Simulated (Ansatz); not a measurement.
# MgScAlO4: the cost of one run

Computed with Ansatz 0.2.0 (DFT r2SCAN, scalar-relativistic, plane waves, PAW, unless a step's input says otherwise).

1 further run of the same task is left out (set aside as unsound or not needed). Runs told in other sessions of the task aren't counted.

### 1 The starting structure

The structure is trigonal, space group R3m (No. 160). The conventional cell has a = 3.240 Å, b = 3.240 Å, c = 24.819 Å, α = 90.00°, β = 90.00°, γ = 120.00°. Mg (site symmetry 3m) is surrounded by 4 O at 1.95 to 1.98 Å. Sc (site symmetry 3m) has 6 O at 2.13 Å in its first shell of neighbours. Al (site symmetry 3m) has 5 O at 1.85 to 1.87 Å in its first shell of neighbours. O (site symmetry 3m) is surrounded by 3 Al at 1.87 Å. O (site symmetry 3m) is surrounded by 1 Al at 1.86 Å and 3 Mg at 1.95 Å. O (site symmetry 3m) is surrounded by 1 Mg at 1.98 Å and 3 Sc at 2.13 Å. Around O (site symmetry 3m) lie 1 Al at 1.85 Å and 3 Sc at 2.13 Å.

As a file:

```
CELL_PARAMETERS angstrom
1.62013 0.93538 8.27286
-1.62013 0.93538 8.27286
0.00000 -1.87077 8.27286
ATOMIC_POSITIONS crystal
Mg 0.78303 0.78303 0.78303
Sc 0.99555 0.99555 0.99555
Al 0.21316 0.21316 0.21316
O 0.87898 0.87898 0.87898
O 0.13803 0.13803 0.13803
O 0.70334 0.70334 0.70334
O 0.28761 0.28761 0.28761
```

It goes back to an entry of the Materials Project, which need not be the stable form.

This cell was relaxed beforehand with the same method: volume 10.75 Å³/atom, gap on the mesh 5.08 eV.

### 2 Static run: bands, density of states and charges

File input.yaml:

```yaml
crystal:
  lattice:
    - [1.6201315883, 0.9353834086, 8.2728585926]
    - [-1.6201315883, 0.9353834086, 8.2728585926]
    - [0.0, -1.8707668172, 8.2728585926]
  atoms:
    - { symbol: Mg, position: [0.7830290065, 0.7830290065, 0.7830290065] }
    - { symbol: Sc, position: [0.9955539209, 0.9955539209, 0.9955539209] }
    - { symbol: Al, position: [0.2131574801, 0.2131574801, 0.2131574801] }
    - { symbol: O, position: [0.8789841164, 0.8789841164, 0.8789841164] }
    - { symbol: O, position: [0.1380313748, 0.1380313748, 0.1380313748] }
    - { symbol: O, position: [0.7033356881, 0.7033356881, 0.7033356881] }
    - { symbol: O, position: [0.2876050732, 0.2876050732, 0.2876050732] }
basis:
  ecutwfc: 500
kpoints:
  mp_grid: { grid: [12, 12, 12] }
  band_path:
    path:
      - [[0.0, 0.0, 0.0], [-0.5, -0.5, -0.5], [-0.5, -0.17518936, -0.82481064]]
      - [[-0.17518936, 0.17518936, -0.5], [0.0, 0.0, -0.5], [0.0, 0.0, 0.0], [0.0, 0.33759468, -0.33759468]]
      - [[-0.33759468, 0.0, -0.66240532], [-0.5, 0.0, -0.5], [0.0, 0.0, 0.0]]
    npoints: 14
hamiltonian:
  xc: r2scan
scf:
  occupations: { method: gaussian, width: 0.02 }
  n_extra_bands: 17
output:
  forces: true
  stress: true
  eigenvalues: true
  populations: true
  dos: { projected: true, de: 0.02, nscf_kmesh: { grid: [18, 18, 18] } }
  bader: true
```

Run with:

```sh
$ ansatz run input.yaml --threads 2 --pin off --max-ram 5120MiB --backend cpu --events-out ev --progress --plain --runs-dir out
```

What time and memory should one allow on 2 threads of Intel Xeon at 2.50GHz (Skylake/Cascade Lake), shared host?

About 6.3 min, with a peak of 1.5 GiB.
